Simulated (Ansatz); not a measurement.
# CH4NSSb: rigid scan of one bond length in Python

A script is to give a rigid scan of one bond length; the system is CH4NSSb. SMILES: [NH2][SbH][CH]=S.

Computed with Ansatz 0.2.0 through its Python package. Level of theory: B3LYP/def2-SVP.

**1. Starting point**

Bond lengths: N1–Sb2 2.062 Å, Sb2–C3 2.140 Å, C3–S4 1.332 Å, N1–H5 0.990 Å, N1–H6 1.086 Å, Sb2–H7 1.788 Å, C3–H8 1.126 Å. Angles: N1–Sb2–C3 91.0°, N1–Sb2–H7 91.1°, C3–Sb2–H7 93.0°, Sb2–N1–H5 110.6°, Sb2–N1–H6 107.0°, H5–N1–H6 107.4°, Sb2–C3–S4 121.8°, Sb2–C3–H8 116.1°, S4–C3–H8 122.1°.

The script holds or builds the structure itself.

**2. The script**

ch4nssb_scan.py reads:

```python
'''Stretching a bond of CH4NSSb, the rest held rigid.'''

import logging
import sys

import ansatz as az
import matplotlib.pyplot as plt
import numpy as np

logging.basicConfig(stream=sys.stdout, format='%(name)s: %(message)s')
log = logging.getLogger('ch4nssb')
log.setLevel(logging.INFO)

geometry_ang = [
    ('N', (-0.5198, 1.371, 0.6923)),
    ('Sb', (0.6189, 0.7912, -0.9266)),
    ('C', (0.078, -1.2573, -0.6226)),
    ('S', (-1.0972, -1.7397, -1.0229)),
    ('H', (-0.3617, 0.7689, 1.4626)),
    ('H', (-1.5614, 1.2629, 0.4028)),
    ('H', (2.0754, 0.656, 0.1009)),
    ('H', (0.8599, -1.9101, -0.1421)),
]
system = az.Crystal.molecule()
for symbol, xyz in geometry_ang:
    system = system.atom(symbol, xyz)

symbols = [site.symbol for site in system.cartesian_sites]
start = np.array([site.position_ang for site in system.cartesian_sites])
axis = (start[6] - start[1]) / np.linalg.norm(start[6] - start[1])
moving = [6]
lengths, energies = [1.573, 1.645, 1.716, 1.788, 1.859, 1.931, 2.002, 2.109], []
for length in lengths:
    xyz = start.copy()
    xyz[moving] += (length - np.linalg.norm(start[6] - start[1])) * axis
    point = az.Crystal.molecule()
    for symbol, xyz in zip(symbols, xyz):
        point = point.atom(symbol, xyz.tolist())
    calc = (
        point.calculation()
        .basis(gaussian='def2-SVP')
        .functional('b3lyp')
    )
    report = calc.run().report
    energies.append(report['free_energy_ev'])
    log.info(f'r = {length:6.3f} A  E = {energies[-1]:.5f} eV  <S^2> = {abs(report["mean_field"]["state"]["spin_squared"]):.3f}')

# quartic fit about the minimum
fit = np.polynomial.Polynomial.fit(lengths, np.array(energies) - min(energies), 4).convert()
roots = [r.real for r in fit.deriv().roots() if abs(r.imag) < 1e-9 and fit.deriv(2)(r.real) > 0]
r_e = min(roots, key=lambda r: abs(r - lengths[int(np.argmin(energies))]))
log.info(f'minimum of the fit at {r_e:.4f} A, force constant {fit.deriv(2)(r_e):.2f} eV/A^2')
plt.figure(figsize=(4.5, 3))
plt.plot(lengths, np.array(energies) - min(energies), 'o-')
plt.xlabel('bond length (A)')
plt.ylabel('E - E(min) (eV)')
plt.tight_layout()
plt.savefig('scan.png', dpi=100)
```

**3. Launch**

Run with:

```bash
$ python ch4nssb_scan.py
```

Q: Predict the main results. Wanted: range of energy; lowest point, distance.

The runs gave:

| quantity | value |
| --- | --- |
| bond length at the fit's minimum | 1.7357 Å |
| runs compared | 8 |
| range of energy | 0.551 eV |
| lowest point, distance (Å) | 1.72 |

What this shows: The curve has its lowest point inside the range, at 1.72. The ends stand 0.213 and 0.551 eV above it. The distance scanned is the script's pair 1, 6. What to keep in mind:
- The rest of the molecule is held rigid at a force-field or estimated start geometry, and the basis set is modest; single-reference methods fail as a bond breaks.
- def2 sets replace the cores of elements past krypton by effective core potentials.
- b3lyp holds the VWN-RPA fit, as in Gaussian; the form of ORCA and Turbomole is b3lyp5.
- The orbitals are restricted, so S² is zero by construction.
